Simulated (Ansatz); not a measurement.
**CHGeN (triplet): the correlation ladder at a displaced geometry (v2), cc-pVDZ**

How much of the correlation energy of CHGeN (triplet) does each wave-function method recover here?

The runs use Ansatz 0.2.0, Gaussian basis; cc-pVDZ, core rule «outside noble gas», up to 16 orbitals frozen.

Plan: UHF; CCSD(T) on ROHF; CCSD(T) on UHF; BCCD(T) on ROHF; CISD; CCSDT(Q) on ROHF; CCSDT(Q) on UHF.

32 further runs of the same task are left out: 2 for a mislabelled method, 16 that didn't finish, 14 set aside as unsound or not needed.

**1. The geometry**

The geometry is a PBE0/def2-TZVP stationary point (not a proven minimum) with its atoms shifted at random (size 0.100 Å). No spin-orbit coupling is included. The filled d shell of Ge may be among the frozen orbitals whatever the setting's name suggests; the logs give the count.

4 atoms, charge 0, spin multiplicity 3.

Atoms are counted from 1 here; the program's logs count them from 0.

Bond lengths: Ge1–C2 1.880 Å, Ge1–H4 1.481 Å, C2–N3 1.170 Å. Angles: C2–Ge1–H4 119.4°, Ge1–C2–N3 169.4°.

**2. UHF**

Input file in.yaml:

```yaml
crystal:
  periodic: [false, false, false]
  atoms:
    - {symbol: Ge, position_ang: [0.032324, -0.032698, 0.643869]}
    - {symbol: C, position_ang: [-0.132550, 0.073286, -1.225835]}
    - {symbol: N, position_ang: [-0.055930, 0.019413, -2.392002]}
    - {symbol: H, position_ang: [0.027179, 1.213438, 1.445086]}
basis:
  gaussian: {orbitals: cc-pVDZ}
magnetization: {spin_polarized: true, initial_magnetization: 2}
hamiltonian: {xc: hf}
output: {orbitals: {seedname: orbitals}}
```

The run is started by

```sh
> ansatz run in.yaml --threads 1 --pin off --events-out ev --progress --plain --max-ram 2393MiB
```

After this run come: CCSD(T) on ROHF; CCSD(T) on UHF; BCCD(T) on ROHF; CISD; CCSDT(Q) on ROHF; CCSDT(Q) on UHF.

**Question.** What will the summary of the whole plan be? Wanted: UCCSDT(Q) below the RHF energy; RMP2 from UCCSDT(Q); UMP2 from UCCSDT(Q); RCCSD from UCCSDT(Q); RCCSD(T) from UCCSDT(Q); UCCSD(T) from UCCSDT(Q); RCCSDT(Q) from UCCSDT(Q); T1 diagnostic.

The runs gave:

```
                         quantity        value
   UCCSDT(Q) below the RHF energy  -10.2068 eV
              RMP2 from UCCSDT(Q)   +955.6 meV
              UMP2 from UCCSDT(Q)  +1355.6 meV
             RCCSD from UCCSDT(Q)   +495.5 meV
          RCCSD(T) from UCCSDT(Q)    +75.0 meV
          UCCSD(T) from UCCSDT(Q)    +76.6 meV
         RCCSDT(Q) from UCCSDT(Q)    +10.2 meV
levels within 1 kcal/mol (43 meV)    RCCSDT(Q)
                    T1 diagnostic        0.021
```

In words: RCCSD(T) lands +75.0 meV from the yardstick (0.7 % of the correlation energy). These misses are within one basis, not against nature; the frozen cores of restricted and unrestricted runs differ, which can shift their rows.
